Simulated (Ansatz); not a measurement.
# B2PLYP/def2-SVPD run of C2H5Al (SMILES C=[CH][AlH2])

Aim: the electronic atomisation energy of C2H5Al at B2PLYP/def2-SVPD, from 4 runs. 

Program for the calculation: Ansatz 0.2.0.

33 further runs of the same task are left out: 33 set aside as unsound or not needed.

## (1) Starting point

The species is C2H5Al (8 atoms), meant as a singlet with charge 0. As SMILES, `C=[CH][AlH2]`. The shape is that of a PBE0-D4/def2-TZVP optimisation.

Bond lengths: C1–C2 1.337 Å, C2–Al3 1.938 Å, C1–H4 1.089 Å, C1–H5 1.089 Å, C2–H6 1.090 Å, Al3–H7 1.588 Å, Al3–H8 1.588 Å. Angles: C1–C2–Al3 119.6°, C1–C2–H6 116.7°, Al3–C2–H6 123.7°, C2–C1–H4 121.7°, C2–C1–H5 123.0°, C2–Al3–H7 122.1°, C2–Al3–H8 116.8°, H4–C1–H5 115.3°, H7–Al3–H8 121.2°.

## (2) A single-point energy at B2PLYP/def2-SVPD

in.yaml

```yaml
basis:
  gaussian:
    orbitals: def2-SVPD
crystal:
  periodic: [false, false, false]
  atoms:
    - {symbol: C, position_ang: [-1.029900, 0.829200, -0.357000]}
    - {symbol: C, position_ang: [0.199000, 0.651000, 0.138100]}
    - {symbol: Al, position_ang: [0.930800, -1.139300, 0.262000]}
    - {symbol: H, position_ang: [-1.636900, -0.008600, -0.695500]}
    - {symbol: H, position_ang: [-1.495000, 1.809300, -0.451900]}
    - {symbol: H, position_ang: [0.735600, 1.546100, 0.452700]}
    - {symbol: H, position_ang: [2.384000, -1.417900, 0.837700]}
    - {symbol: H, position_ang: [0.004400, -2.327000, -0.241900]}
output:
  orbitals: {seedname: orbitals}
accuracy: high
correlation:
  frozen_orbitals: {Al: 5, C: 1, H: 0}
hamiltonian:
  xc: {name: B2PLYP}
magnetization:
  spin_polarized: false
```

Started as:

```console
$ ansatz run in.yaml --threads 1 --pin off --max-ram 3480MiB --events-out events.jsonl --progress --plain --runs-dir runs
```

The log of the run:

```text
Warning: RAYON_NUM_THREADS=1 ignored (pool sized by the plan → 1); use --threads N
Functional definition: B2PLYP
  name "B2PLYP"
  parameter a = 0.53
  parameter c = 0.27
  exchange = (1 - a)*b88_x + a*exact_x
  correlation = (1 - c)*lyp_c + c*(mp2_os + mp2_ss)
2110 factors; integrals over basis functions are off by at most 3.5e-9 eV
mean field evaluation 1: about -8735.8411 eV, gradient 3.3e1 eV
mean field evaluation 2: about -8735.8412 eV, gradient 3.3e1 eV
mean field evaluation 4: about -8738.7381 eV, gradient 1.7e0 eV
mean field evaluation 8: about -8738.7476 eV, gradient 1.3e-2 eV
mean field evaluation 16: about -8738.7476 eV, gradient 3.5e-7 eV
mean field -8738.74755116 eV, -321.1430491691 hartree, gradient 2.4e-8 eV, S^2 0.000000; 0 other end points of the search recorded, 0 dependent functions left out
7 core orbitals not correlated: weight in the atoms' cores, before any rotation towards them, 1.000 or more for the frozen orbitals, at most 0.000 for the correlated occupied ones
reference -8738.74757873 eV, -321.1430501825 hartree; 8, 8 occupied and 89, 89 virtual orbitals, 2110 factors
second order -11.76545527 eV of doubles, -0.00000000 eV of singles
Total energy: -8741.92425165 eV, -321.2597907591 hartree
```

It took 11 s on 1 thread of Arm Neoverse V2, shared host; peak memory 0.31 GiB.

## (3) The Al atom

in.yaml

```yaml
crystal:
  periodic: [false, false, false]
  atoms:
    - {symbol: Al, position_ang: [0.000000, 0.000000, 0.000000]}
basis:
  gaussian:
    orbitals: def2-SVPD
magnetization:
  spin_polarized: true
  initial_magnetization: 1
hamiltonian:
  xc: {name: B2PLYP}
correlation:
  frozen_orbitals: {Al: 5}
accuracy: high
```

Run the same way, it converges to -242.16291 Eh (log not shown).

## (4) The C atom at the same level

job.yaml

```yaml
crystal:
  periodic: [false, false, false]
  atoms:
    - {symbol: C, position_ang: [0.000000, 0.000000, 0.000000]}
basis:
  gaussian:
    orbitals: def2-SVPD
magnetization:
  spin_polarized: true
  initial_magnetization: 2
hamiltonian:
  xc: {name: B2PLYP}
correlation:
  frozen_orbitals: {C: 1}
accuracy: high
```

Run the same way, it converges to -37.77807 Eh (log not shown).

## (5) The H atom at the same level

run.yaml

```yaml
crystal:
  periodic: [false, false, false]
  atoms:
    - {symbol: H, position_ang: [0.000000, 0.000000, 0.000000]}
basis:
  gaussian:
    orbitals: def2-SVPD
hamiltonian:
  xc: {name: B2PLYP}
magnetization:
  spin_polarized: true
  initial_magnetization: 1
accuracy: high
correlation:
  frozen_orbitals: {H: 0}
```

Run the same way, it converges to -0.49793 Eh (log not shown).

## (6) What came out

At B2PLYP/def2-SVPD, 7 core orbitals frozen:

```
                                     quantity          value
                       molecule: total energy  -321.25979 Eh
  molecule: HOMO energy (SCF part's orbitals)       -8.96 eV
  molecule: LUMO energy (SCF part's orbitals)       -0.53 eV
molecule: HOMO–LUMO gap (SCF part's orbitals)        8.43 eV
                        Al atom: total energy  -242.16291 Eh
                                Al atom: ⟨S²⟩          0.758
                         C atom: total energy   -37.77807 Eh
                                 C atom: ⟨S²⟩          2.006
                         H atom: total energy    -0.49793 Eh
                                 H atom: ⟨S²⟩          0.750
                electronic atomisation energy      28.602 eV
```

**Reading.** Taking the molecule apart into free atoms costs 28.60 eV (660 kcal/mol), before zero-point energy and without spin-orbit coupling.
